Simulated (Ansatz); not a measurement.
LiBe:

```
CELL_PARAMETERS angstrom
2.81115 0.00000 0.00000
0.00000 2.81115 0.00000
0.00000 0.00000 2.81115
ATOMIC_POSITIONS crystal
Be 0.50000 0.50000 0.50000
Li 0.00000 0.00000 0.00000
```

The cell comes from a database or a generator and needn't be the stable form of this composition.

Base run:

```yaml
Program: Ansatz 0.2.0
Functional: RPBE
Potentials_or_basis: all-electron LAPW, scalar-relativistic
Cutoff: 117 eV (chosen from the basis error)
Basis_error_allowed: 0.001 eV/atom
k_mesh: 9 × 9 × 9
Occupations: methfessel-paxton, width 0.1 eV
Spin: no spin polarisation
```

Its results: pressure 2.2 GPa.

Task: The run is repeated on the same cell with these changes: functional from RPBE to LDA; occupations from methfessel-paxton, width 0.1 eV to gaussian, width 0.02 eV. What comes out?

Result: Pressure -2.6 GPa.
